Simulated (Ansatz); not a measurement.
**InNH6: how energies converge with the basis set**

One table from this session's results is given with a row withheld; the runs are named, their logs left out.

Program: Ansatz 0.2.0, Gaussian basis. Level of theory: one geometry, several basis sets. These are calculated values, not measurements.

Plan: PBE0-D4/def2-SVP; ωB97M-V/def2-SVP; PBE0-D4/def2-QZVPP; ωB97M-V/def2-QZVPP; the functionals' def2-TZVPP values are taken from earlier runs.

### The relaxed structure

An earlier PBE0-D4 in a triple-zeta def2 set relaxation fixed the geometry. In takes the def2 core potential; no spin-orbit term is included.

8 atoms, charge 0, spin multiplicity 1.

Atoms are counted from 1 here; the program's logs count them from 0.

Bond lengths: N1–In2 2.394 Å, N1–H3 1.013 Å, N1–H4 1.013 Å, N1–H5 1.013 Å, In2–H6 1.736 Å, In2–H7 1.736 Å, In2–H8 1.736 Å. Angles: In2–N1–H3 110.9°, In2–N1–H4 110.8°, In2–N1–H5 110.8°, H3–N1–H4 108.1°, H3–N1–H5 108.1°, H4–N1–H5 108.1°, N1–In2–H6 96.2°, N1–In2–H7 96.2°, N1–In2–H8 96.2°, H6–In2–H7 118.8°, H6–In2–H8 118.8°, H7–In2–H8 118.8°.

The first run:

Input file in.yaml:

```yaml
crystal:
  periodic: [false, false, false]
  atoms:
    - {symbol: N, position_ang: [-0.531182, 0.146143, -0.988818]}
    - {symbol: In, position_ang: [0.616209, -0.177907, 1.086900]}
    - {symbol: H, position_ang: [0.069939, -0.080384, -1.772347]}
    - {symbol: H, position_ang: [-1.352992, -0.444054, -1.042433]}
    - {symbol: H, position_ang: [-0.829021, 1.109327, -1.089543]}
    - {symbol: H, position_ang: [-0.700190, 0.311336, 2.107867]}
    - {symbol: H, position_ang: [0.922654, -1.873102, 0.870029]}
    - {symbol: H, position_ang: [1.896783, 0.951640, 0.772445]}
basis:
  gaussian: {orbitals: def2-SVP}
hamiltonian: {xc: pbe0, dispersion: d4}
output: {orbitals: {seedname: orbitals}}
```

The run is started by

```bash
> ansatz run in.yaml --threads 2 --pin off --events-out ev --progress --plain --max-ram 32768MiB --backend cpu
```

Steps of the session up to this table: PBE0-D4 in def2-SVP; ωB97M-V in def2-SVP; PBE0-D4 in def2-QZVPP; ωB97M-V in def2-QZVPP.

One of the session's tables, all rows but one given; the rest of the session is left out.

It belongs to the step «Functionals by basis». 

| functional | basis | HOMO (eV) |
| --- | --- | --- |
| PBE0-D4 | def2-SVP | -7.21 |
| PBE0-D4 | def2-TZVPP | -7.29 |
| PBE0-D4 | def2-QZVPP | -7.31 |
| ωB97M-V | def2-SVP | -9.37 |
| ωB97M-V | def2-TZVPP | -9.51 |
| ωB97M-V | def2-QZVPP | ? |

**Question.** Estimate the row for ωB97M-V, def2-QZVPP.

The run gave: HOMO (eV): -9.53. In the column «HOMO (eV)» it is the lowest.
